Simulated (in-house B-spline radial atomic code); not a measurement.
# Excited states and polarisability of Ti¹⁸⁺ by several methods

How far do the methods of linear response differ for Ti¹⁸⁺? Each gives excitation energies, polarisability and C6.

Program: in-house B-spline radial atomic code version 1. Level of theory: linear response of a closed shell, each method with its own adiabatic kernel; spin-free one-electron X2C, finite nucleus; B-spline basis; no spin-orbit coupling, no double excitations; only terms of natural parity, (−1)^L, with L up to 3 are computed. These are calculated values, not measurements, unless marked.

## (1) The system

| Property | Result |
| --- | --- |
| element | titanium (Z = 22) |
| charge | +18 |
| configuration | [He] 2s2 |
| runs | TDHF; PBE; CAM-B3LYP; BHandHLYP; PBEsol |

Outer shells as boxes (Hund's rule):

Ti¹⁸⁺
```
[He] core
2s [↑↓]
```

## (2) TDHF

Input settings:

```ini
Z = 22
electrons = 4.0
configuration = [He] 2s2
hamiltonian = x2c
method = hf
box_radius = 6.14
rms_radius = 3.5921
intervals = 68
```

Launch:

```sh
> python run_td.py task.json out
```

task.json lists these runs, among others, and the program works through them in turn.

## (3) PBE

Settings: those of step 2 with these lines changed.

```diff
@@ -4,3 +4,3 @@
 hamiltonian = x2c
-method = hf
+method = pbe,pbe
 box_radius = 6.14
```

## (4) CAM-B3LYP

Settings: those of step 3 with these lines changed.

```diff
@@ -4,3 +4,3 @@
 hamiltonian = x2c
-method = pbe,pbe
+method = camb3lyp
 box_radius = 6.14
```

## (5) BHandHLYP

Settings: those of step 4 with these lines changed.

```diff
@@ -4,3 +4,3 @@
 hamiltonian = x2c
-method = camb3lyp
+method = bhandhlyp
 box_radius = 6.14
```

## (6) PBEsol

Settings: those of step 5 with these lines changed.

```diff
@@ -4,3 +4,3 @@
 hamiltonian = x2c
-method = bhandhlyp
+method = pbesol
 box_radius = 6.14
```

What does the calculation give? Wanted: for each run, threshold; 2s→2p ¹P; 2s→2p ³P, Tamm-Dancoff; α; C6.

As calculated:

| run | threshold (eV) | 2s→2p ¹P (eV) | 2s→2p ³P, Tamm-Dancoff (eV) | α (bohr³) | C6 (hartree bohr⁶) | time |
| --- | --- | --- | --- | --- | --- | --- |
| TDHF | 1340.7 | 65.758 | 34.181 | 0.02977 | 0.001754 | 0.2 s |
| PBE | 1310.8 | 68.148 | 37.484 | 0.02823 | 0.001643 | 0.2 s |
| CAM-B3LYP | 1319.2 | 67.087 | 35.705 | 0.02885 | 0.001686 | 0.4 s |
| BHandHLYP | 1326.5 | 66.500 | 34.731 | 0.02924 | 0.001714 | 0.3 s |
| PBEsol | 1309.4 | 68.344 | 37.828 | 0.02817 | 0.001641 | 0.2 s |

In words: α runs from 0.0282 (PBEsol) to 0.0298 bohr³ (TDHF). The semilocal functionals put the threshold at 1309.4 to 1310.8 eV, under Hartree-Fock's 1340.7 eV, through self-interaction. Spin-orbit coupling, absent here, splits and mixes these terms strongly in an ion this highly charged, so they need not match single real levels.
